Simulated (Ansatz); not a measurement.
Input of an Ansatz 0.2.0 run:

File input.yaml:

```yaml
crystal:
  lattice:
    - [3.0850655424, 0.0, 0.0]
    - [-1.5425327712, 2.6717451321, 0.0]
    - [0.0, 0.0, 10.340136]
  atoms:
    - { symbol: Ta, position: [0.3333333333, 0.6666666667, 0.245631] }
    - { symbol: Ta, position: [0.6666666667, 0.3333333333, 0.754369] }
    - { symbol: Sc, position: [0.0, 0.0, 0.0] }
    - { symbol: Sc, position: [0.0, 0.0, 0.5] }
    - { symbol: "N", position: [0.3333333333, 0.6666666667, 0.629841] }
    - { symbol: "N", position: [0.6666666667, 0.3333333333, 0.370159] }
hamiltonian:
  xc: r2scan
  pseudopotentials: { kind: paw }
kpoints:
  mp_grid: { grid: [10, 10, 3] }
scf:
  occupations: { method: fermi_dirac, width: 0.05 }
output:
  forces: true
  stress: true
  eigenvalues: true
  write_density: true
  write_potential: true
  elf: true
  volumetric_format: npy
relax:
  f_tol: 0.01
  max_steps: 40
  cell: { stress_tol: 0.05 }
```

Potentials or basis: Ansatz PAW.

Command:

```sh
$ ansatz run input.yaml --threads 2 --pin off --max-ram 5632MiB --backend cpu --events-out ev --progress --plain --runs-dir out
```

(1) Predict the relaxed volume.

(2) Predict the band gap on the k mesh.

(3) Predict the space group after relaxing (to 0.05 Å).

(4) Predict the relaxed cell.

Results:

(1) 14.02 Å³/atom.

(2) none (metal or under the smearing width).

(3) P-3m1 (No. 164).

(4) a = 3.071 Å, b = 3.071 Å, c = 10.297 Å, α = 90.00°, β = 90.00°, γ = 120.00°.

Caveat: the PAW data sets come from PBE, with cores solved anew for the run's functional, which leaves a small shift of forces and pressure.
